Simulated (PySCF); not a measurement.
# One shape, several levels: C2H9AlS (SMILES [CH3][AlH-]([CH3])[SH2+])

Aim: a comparison of 5 runs (HF/STO-3G, B3LYP/6-31G*, TPSSh/def2-SVP, PBE0/aug-cc-pVDZ, MP2/STO-3G) of C2H9AlS. The job is set up through a Python script.

The calculation is run with PySCF 2.14.0.

## Step 1: Starting point

The species is C2H9AlS (13 atoms), meant as a singlet with charge 0. As SMILES, `[CH3][AlH-]([CH3])[SH2+]`. The coordinates come from a PBE0-D4/def2-TZVP relaxation. This is one conformer, not always the lowest.

Bond lengths: C1–Al2 1.971 Å, Al2–C3 1.969 Å, Al2–S4 2.571 Å, C1–H5 1.095 Å, C1–H6 1.095 Å, C1–H7 1.096 Å, Al2–H8 1.604 Å, C3–H9 1.096 Å, C3–H10 1.095 Å, C3–H11 1.094 Å, S4–H12 1.345 Å, S4–H13 1.344 Å. Some angles: C1–Al2–C3 119.2°, C1–Al2–S4 100.1°, C3–Al2–S4 98.0°, C1–Al2–H8 117.8°, C3–Al2–H8 118.7°, S4–Al2–H8 92.8°, Al2–C1–H5 112.9°, Al2–C1–H6 112.6°, Al2–C1–H7 110.2°, Al2–C3–H9 110.1°.

## Step 2: Energy and forces at HF/STO-3G (run 1)

The input, input.py:

```python
# [CH3][AlH-]([CH3])[SH2+]
from pyscf import gto

mol = gto.M(
    atom='''
C     -1.033680     3.040191    -0.875699
Al    -0.359237    -0.609815    -1.188638
C      3.132032    -1.847018    -0.839038
S     -2.058290    -2.158634     3.092348
H     -3.038680     3.467269    -0.597909
H      0.021543     3.914001     0.675766
H     -0.458448     4.025117    -2.604987
H     -2.346284    -2.285057    -2.748796
H      4.204263    -1.447719    -2.565681
H      4.153618    -0.931635     0.710348
H      3.228975    -3.890946    -0.541596
H     -1.093396    -0.338072     4.578995
H     -4.313678    -1.003445     2.932666
''',
    basis='sto-3g',
    unit='bohr',
    max_memory=1860,
    verbose=4,
    charge=0,
)

mf = mol.RHF()
mf.conv_tol = 1e-10
mf.kernel()
if not mf.converged:
    mf = mf.newton().run(mf.mo_coeff, mf.mo_occ)

etot = mf.e_tot
print(f'total energy: {etot:.8f} hartree')
grad = mf.nuc_grad_method().kernel()
dip = mf.dip_moment()
pop, q = mf.mulliken_pop()
```

Command:

```bash
$ OMP_NUM_THREADS=1 python input.py
```

Standard output:

```text
PySCF version 2.14.0

[... 63 lines left out ...]
converged SCF energy = -712.263217880327
total energy: -712.26321788 hartree
[... 11 lines left out ...]
Dipole moment(X, Y, Z, Debye): -1.61507,  0.06938,  3.01409
[... 12 lines left out ...]
pop of  1 Al 3px          0.53293
pop of  1 Al 3py          0.52830
pop of  1 Al 3pz          0.29324
pop of  2 C 1s            1.99230
pop of  2 C 2s            1.25313
pop of  2 C 2px           1.20792
pop of  2 C 2py           0.99352
pop of  2 C 2pz           0.96897
pop of  3 S 1s            1.99989
pop of  3 S 2s            1.99589
pop of  3 S 3s            1.84089
pop of  3 S 2px           1.98114
pop of  3 S 2py           1.98779
pop of  3 S 2pz           1.99049
pop of  3 S 3px           1.06755
pop of  3 S 3py           1.44220
pop of  3 S 3pz           1.55866
pop of  4 H 1s            0.98901
pop of  5 H 1s            0.98927
pop of  6 H 1s            0.98038
pop of  7 H 1s            1.31266
pop of  8 H 1s            0.98308
pop of  9 H 1s            0.98903
pop of  10 H 1s           0.98377
pop of  11 H 1s           0.98769
pop of  12 H 1s           0.98634
 ** Mulliken atomic charges  **
charge of    0C =     -0.41758
charge of    1Al =      0.89915
charge of    2C =     -0.41584
charge of    3S =      0.13551
charge of    4H =      0.01099
charge of    5H =      0.01073
charge of    6H =      0.01962
charge of    7H =     -0.31266
charge of    8H =      0.01692
charge of    9H =      0.01097
charge of   10H =      0.01623
charge of   11H =      0.01231
charge of   12H =      0.01366
```

Run time: 6 s. Hardware: 1 thread of Intel Xeon at 2.50GHz (Skylake/Cascade Lake), shared host; peak memory 0.12 GiB.

## Step 3: Energy and gradient at B3LYP/6-31G(d) (spherical functions) (run 2)

The input, run.py:

```python
import pyscf.grad
from pyscf import gto, dft

molecule = gto.Mole()
molecule.atom = [
    ('C', (-0.547000, 1.608800, -0.463400)),
    ('Al', (-0.190100, -0.322700, -0.629000)),
    ('C', (1.657400, -0.977400, -0.444000)),
    ('S', (-1.089200, -1.142300, 1.636400)),
    ('H', (-1.608000, 1.834800, -0.316400)),
    ('H', (0.011400, 2.071200, 0.357600)),
    ('H', (-0.242600, 2.130000, -1.378500)),
    ('H', (-1.241600, -1.209200, -1.454600)),
    ('H', (2.224800, -0.766100, -1.357700)),
    ('H', (2.198000, -0.493000, 0.375900)),
    ('H', (1.708700, -2.059000, -0.286600)),
    ('H', (-0.578600, -0.178900, 2.423100)),
    ('H', (-2.282700, -0.531000, 1.551900)),
]
molecule.verbose = 4
molecule.basis = '6-31g*'
molecule.max_memory = 1860
molecule.build()

ks = dft.RKS(molecule)
ks.xc = 'b3lyp'
ks.conv_tol = 1e-10
ks.grids.level = 5
ks.kernel()
if not ks.converged:
    ks = ks.newton().run(ks.mo_coeff, ks.mo_occ)

energy = ks.e_tot
print(f'total energy: {energy:.8f} hartree')
grad = ks.Gradients().kernel()
ks.analyze()
```

Command:

```bash
$ OMP_NUM_THREADS=1 python run.py
```

Standard output:

```text
PySCF version 2.14.0

[... 82 lines left out ...]
total energy: -722.25328707 hartree
[... 22 lines left out ...]
MO #2   energy= -55.9852923808965  occ= 2
[... 7 lines left out ...]
MO #10  energy= -2.63950311766246  occ= 2
[... 7 lines left out ...]
MO #18  energy= -0.38034336834267  occ= 2
[... 7 lines left out ...]
MO #26  energy= -0.0187582611030046 occ= 0
[... 7 lines left out ...]
MO #34  energy= 0.175697297785284  occ= 0
[... 7 lines left out ...]
MO #42  energy= 0.328083539056898  occ= 0
[... 7 lines left out ...]
MO #50  energy= 0.632974957852823  occ= 0
[... 7 lines left out ...]
MO #58  energy= 0.765712332128875  occ= 0
[... 7 lines left out ...]
MO #66  energy= 1.03132479220794   occ= 0
[... 7 lines left out ...]
MO #74  energy= 1.76579374478346   occ= 0
[... 7 lines left out ...]
MO #82  energy= 2.3095716383269    occ= 0
[... 59 lines left out ...]
pop of  3 S 4py           0.00438
pop of  3 S 4pz           0.00737
pop of  3 S 3dxy          0.00917
pop of  3 S 3dyz          0.00771
pop of  3 S 3dz^2         0.00336
pop of  3 S 3dxz          0.00149
pop of  3 S 3dx2-y2       0.00438
pop of  4 H 1s            0.89915
pop of  4 H 2s            0.00570
pop of  5 H 1s            0.90200
pop of  5 H 2s            0.00579
pop of  6 H 1s            0.88648
pop of  6 H 2s            0.00566
pop of  7 H 1s            1.17768
pop of  7 H 2s            0.00059
pop of  8 H 1s            0.88805
pop of  8 H 2s            0.00568
pop of  9 H 1s            0.90094
pop of  9 H 2s            0.00577
pop of  10 H 1s           0.89257
pop of  10 H 2s           0.00587
pop of  11 H 1s           0.88147
pop of  11 H 2s           0.00914
pop of  12 H 1s           0.87587
pop of  12 H 2s           0.00907
 ** Mulliken atomic charges  **
charge of    0C =     -0.60477
charge of    1Al =      0.53552
charge of    2C =     -0.60390
charge of    3S =      0.03063
charge of    4H =      0.09515
charge of    5H =      0.09220
charge of    6H =      0.10786
charge of    7H =     -0.17827
charge of    8H =      0.10627
charge of    9H =      0.09329
charge of   10H =      0.10157
charge of   11H =      0.10938
charge of   12H =      0.11506
Dipole moment(X, Y, Z, Debye): -1.06041,  0.65395,  3.19201
```

Run time: 82 s. Hardware: 1 thread of Intel Xeon at 2.50GHz (Skylake/Cascade Lake), shared host; peak memory 0.81 GiB.

## Step 4: Energy and forces at TPSSh/def2-SVP (run 3)

The input, job.py:

```python
# [CH3][AlH-]([CH3])[SH2+]
from pyscf import gto, dft

system = gto.M(
    atom='''
C   -0.547000   1.608800  -0.463400
Al  -0.190100  -0.322700  -0.629000
C    1.657400  -0.977400  -0.444000
S   -1.089200  -1.142300   1.636400
H   -1.608000   1.834800  -0.316400
H    0.011400   2.071200   0.357600
H   -0.242600   2.130000  -1.378500
H   -1.241600  -1.209200  -1.454600
H    2.224800  -0.766100  -1.357700
H    2.198000  -0.493000   0.375900
H    1.708700  -2.059000  -0.286600
H   -0.578600  -0.178900   2.423100
H   -2.282700  -0.531000   1.551900
''',
    basis='def2-svp',
    verbose=3,
    max_memory=1860,
)

mf = dft.RKS(system, xc='tpssh')
mf.conv_tol = 1e-10
mf.grids.level = 5
mf.kernel()
if not mf.converged:
    mf = mf.newton().run(mf.mo_coeff, mf.mo_occ)

etot = mf.e_tot
print('E = %.10f Eh' % etot)
grad = mf.nuc_grad_method().kernel()
mf.analyze()
```

Command:

```bash
$ OMP_NUM_THREADS=1 python job.py
```

Standard output:

```text
converged SCF energy = -722.047028621481
[... 18 lines left out ...]
MO #9   energy= -4.02811387457838  occ= 2
[... 9 lines left out ...]
MO #19  energy= -0.3622001256046   occ= 2
[... 9 lines left out ...]
MO #29  energy= 0.0674563633887066 occ= 0
[... 9 lines left out ...]
MO #39  energy= 0.295143646380871  occ= 0
[... 9 lines left out ...]
MO #49  energy= 0.534703174206658  occ= 0
[... 9 lines left out ...]
MO #59  energy= 0.699255146891768  occ= 0
[... 9 lines left out ...]
MO #69  energy= 0.928094850472781  occ= 0
[... 9 lines left out ...]
MO #79  energy= 1.5791725476718    occ= 0
[... 9 lines left out ...]
MO #89  energy= 1.86928885841869   occ= 0
[... 9 lines left out ...]
MO #99  energy= 2.32662826763231   occ= 0
[... 9 lines left out ...]
MO #109 energy= 3.00545933948338   occ= 0
[... 14 lines left out ...]
Dipole moment(X, Y, Z, Debye): -1.13443,  0.53081,  3.35228
```

Run time: 2.1 min. Hardware: 1 thread of Intel Xeon at 2.50GHz (Skylake/Cascade Lake), shared host; peak memory 1.1 GiB.

Run 4 isn't shown in full; the table further down has it.

## Step 5: Energy and gradient at MP2/STO-3G (run 5)

The input, geometry.xyz:

```xyz
13

C     -0.547000     1.608800    -0.463400
Al    -0.190100    -0.322700    -0.629000
C      1.657400    -0.977400    -0.444000
S     -1.089200    -1.142300     1.636400
H     -1.608000     1.834800    -0.316400
H      0.011400     2.071200     0.357600
H     -0.242600     2.130000    -1.378500
H     -1.241600    -1.209200    -1.454600
H      2.224800    -0.766100    -1.357700
H      2.198000    -0.493000     0.375900
H      1.708700    -2.059000    -0.286600
H     -0.578600    -0.178900     2.423100
H     -2.282700    -0.531000     1.551900
```

The input, input.py:

```python
from pyscf import gto, scf, mp

system = gto.M(
    atom='geometry.xyz',
    basis='sto-3g',
    max_memory=1860,
    verbose=4,
    charge=0,
)

mf = scf.RHF(system)
mf.conv_tol = 1e-10
mf.kernel()
if not mf.converged:
    mf = mf.newton().run(mf.mo_coeff, mf.mo_occ)

pt = mp.MP2(mf, frozen=12).run()
energy = pt.e_tot
print('E = %.10f Eh' % energy)
grad = pt.nuc_grad_method().kernel()
dip = mf.dip_moment()
pop, q = mf.mulliken_pop()
```

Command:

```bash
$ OMP_NUM_THREADS=1 python input.py
```

Standard output:

```text
PySCF version 2.14.0

[... 63 lines left out ...]
converged SCF energy = -712.263217867144
[... 17 lines left out ...]
Dipole moment(X, Y, Z, Debye): -1.61507,  0.06938,  3.01409
[... 12 lines left out ...]
pop of  1 Al 3px          0.53293
pop of  1 Al 3py          0.52830
pop of  1 Al 3pz          0.29324
pop of  2 C 1s            1.99230
pop of  2 C 2s            1.25313
pop of  2 C 2px           1.20792
pop of  2 C 2py           0.99352
pop of  2 C 2pz           0.96897
pop of  3 S 1s            1.99989
pop of  3 S 2s            1.99589
pop of  3 S 3s            1.84089
pop of  3 S 2px           1.98114
pop of  3 S 2py           1.98779
pop of  3 S 2pz           1.99049
pop of  3 S 3px           1.06755
pop of  3 S 3py           1.44220
pop of  3 S 3pz           1.55866
pop of  4 H 1s            0.98901
pop of  5 H 1s            0.98927
pop of  6 H 1s            0.98038
pop of  7 H 1s            1.31266
pop of  8 H 1s            0.98308
pop of  9 H 1s            0.98903
pop of  10 H 1s           0.98377
pop of  11 H 1s           0.98769
pop of  12 H 1s           0.98634
 ** Mulliken atomic charges  **
charge of    0C =     -0.41758
charge of    1Al =      0.89915
charge of    2C =     -0.41584
charge of    3S =      0.13551
charge of    4H =      0.01099
charge of    5H =      0.01073
charge of    6H =      0.01962
charge of    7H =     -0.31266
charge of    8H =      0.01692
charge of    9H =      0.01097
charge of   10H =      0.01623
charge of   11H =      0.01231
charge of   12H =      0.01366
```

Run time: 7.2 s. Hardware: 1 thread of Intel Xeon at 2.50GHz (Skylake/Cascade Lake), shared host; peak memory 0.14 GiB.

## Step 6: All runs side by side

```
run                               level  integration grid  frozen core orbitals  energy (Eh)  dipole moment (D) of the reference  HOMO energy (eV)  LUMO energy (eV)  wall time
  1                           HF/STO-3G                 –                     –  -712.263218                                3.42             -8.19             10.69        6 s
  2  B3LYP/6-31G* (spherical functions)                 5                     –  -722.253287                                3.43             -6.76             -0.51       82 s
  3                      TPSSh/def2-SVP                 5                     –  -722.047029                                3.58             -6.52             -0.54    2.1 min
  4                    PBE0/aug-cc-pVDZ                 5                     –  -721.904691                                3.27             -7.26             -0.75    5.3 min
  5                          MP2/STO-3G                 –                    12  -712.429489                                3.42             -8.19             10.69      7.2 s
```

## Step 7: What came out

```
                                           quantity          value
                                run 5: total energy  -712.42949 Eh
        run 5: dipole moment (Hartree–Fock density)         3.42 D
         run 5: HOMO energy (Hartree–Fock orbitals)       -8.19 eV
         run 5: LUMO energy (Hartree–Fock orbitals)       10.69 eV
       run 5: HOMO–LUMO gap (Hartree–Fock orbitals)       18.88 eV
run 5: correlation energy (12 core orbitals frozen)     -166.3 mEh
                    run 5: largest force on an atom     2.202 eV/Å
```

Over runs 1, 2, 3, 4 the dipole moment (its size) runs from 3.27 D (PBE0/aug-cc-pVDZ) to 3.58 D (TPSSh/def2-SVP). The two ends differ in method and basis. Over runs 1, 2, 3, 4 the HOMO–LUMO gap runs from 5.98 eV (TPSSh/def2-SVP) to 18.88 eV (HF/STO-3G). Totals of different functionals can't be ranked against each other. In runs 1, 5 the basis is minimal, so the values are rough. All runs together took 9 min, the longest 5.3 min.
